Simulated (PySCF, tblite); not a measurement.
# C6H11BF2Si: geometry, infrared bands and NMR shifts

Aim: predict the infrared bands and NMR shifts of C6H11BF2Si (`FB(F)CC[SiH]1CC=CC1`).

The runs use tblite 0.8.0 and PySCF 2.14.0, with density-fitted response routines of our own; the level of theory stands in each step. All values are computed, except where a source is named. Atoms are numbered from 0 throughout.

### 1 The molecule as given

21 atoms, charge 0, multiplicity 1; geometry from: force field or distance geometry start.

Bonds of the start (Å): F0–B1 1.47, B1–F2 1.44, B1–C3 1.58, C3–C4 1.52, C4–Si5 1.85, Si5–C6 1.86, C6–C7 1.46, C7–C8 1.27, C8–C9 1.47, C9–Si5 1.90, C3–H10 1.11, C3–H11 1.12, C4–H12 1.11, C4–H13 1.13, Si5–H14 1.45, C6–H15 1.13, C6–H16 1.10, C7–H17 1.14, C8–H18 1.12, C9–H19 1.09, C9–H20 1.09.

### 2 Optimising the geometry with GFN2-xTB

The job: settings as JSON, then the geometry in Å.

```
{"job": {"kind": "relax", "xc": "GFN2-xTB", "basis": "xTB"}, "charge": 0, "multiplicity": 1}
F      4.075000    -0.009100    -1.309700
B      2.864400     0.495300    -0.640700
F      2.653300     1.914400    -0.709900
C      2.334600    -0.383000     0.559800
C      1.116100     0.193600     1.259600
Si    -0.215600     0.328500    -0.018900
C     -1.050200    -1.286200    -0.409500
C     -2.374000    -0.760100    -0.735400
C     -2.769600     0.333000    -0.215300
C     -1.835700     1.004000     0.707400
H      3.158000    -0.637200     1.254000
H      1.982200    -1.362300     0.137800
H      0.820400    -0.389900     2.153800
H      1.325000     1.254600     1.579900
H      0.158400     0.982600    -1.253600
H     -1.092900    -1.917200     0.529600
H     -0.558100    -1.824500    -1.239000
H     -3.037100    -1.348900    -1.455400
H     -3.773200     0.795000    -0.418600
H     -1.859100     2.092100     0.683600
H     -1.930900     0.542200     1.694700
```

Run with:

```sh
$ OMP_NUM_THREADS=1 python probes_run.py task.json out
```

This one command runs all jobs of the session in turn.

**Question.** This job is followed by: GFN2-xTB harmonic vibrations, gas phase; GIAO PBE0/pcSseg-1 NMR shielding, non-relativistic, gas phase. What will the session give for the following? strongest single infrared mode (GFN2-xTB); zero-point energy (GFN2-xTB); 13C shifts against TMS (PBE0/pcSseg-1, means over atoms taken as alike); 1H shifts against TMS (PBE0/pcSseg-1, means over atoms taken as alike); 19F shifts against CFCl3 (PBE0/pcSseg-1, means over atoms taken as alike); 11B shifts against BF3·OEt2 (PBE0/pcSseg-1); 29Si shifts against TMS (PBE0/pcSseg-1).

The runs gave:

| quantity | value |
| --- | --- |
| strongest single infrared mode (GFN2-xTB) | 2205 cm⁻¹, 346 km/mol |
| zero-point energy (GFN2-xTB) | 99.8 kcal/mol |
| 13C shifts against TMS (PBE0/pcSseg-1, means over atoms taken as alike) | 138.2, 19.2, 10.0, 8.8 ppm |
| 1H shifts against TMS (PBE0/pcSseg-1, means over atoms taken as alike) | 6.08, 4.46, 1.76, 1.51, 1.32, 0.95 ppm |
| 19F shifts against CFCl3 (PBE0/pcSseg-1, means over atoms taken as alike) | -66.7 ppm |
| 11B shifts against BF3·OEt2 (PBE0/pcSseg-1) | 28.7 ppm |
| 29Si shifts against TMS (PBE0/pcSseg-1) | -0.3 ppm |

The optimisation took 101 steps and gained 1.434 eV; among the close pairs (by a distance rule), F0–B1 changed most, from 1.472 to 1.319 Å. No mode is imaginary among the 57: a minimum at this level. The strongest single mode, at 2205 cm⁻¹, moves mainly H14. Unscaled tight-binding wavenumbers are off by several per cent, some by more. Its intensities can rank the bands wrongly. The most deshielded carbon is C7, C8 (mean) (alkene CH), at 138.2 ppm: the olefinic region. The most deshielded hydrogen is H17, H18 (mean) (hydrogen on an alkene CH), at 6.08 ppm: olefinic region. At PBE0/pcSseg-1: The widest tensor belongs to F0, F2: span 319 ppm, with a paramagnetic part of -229 ppm.
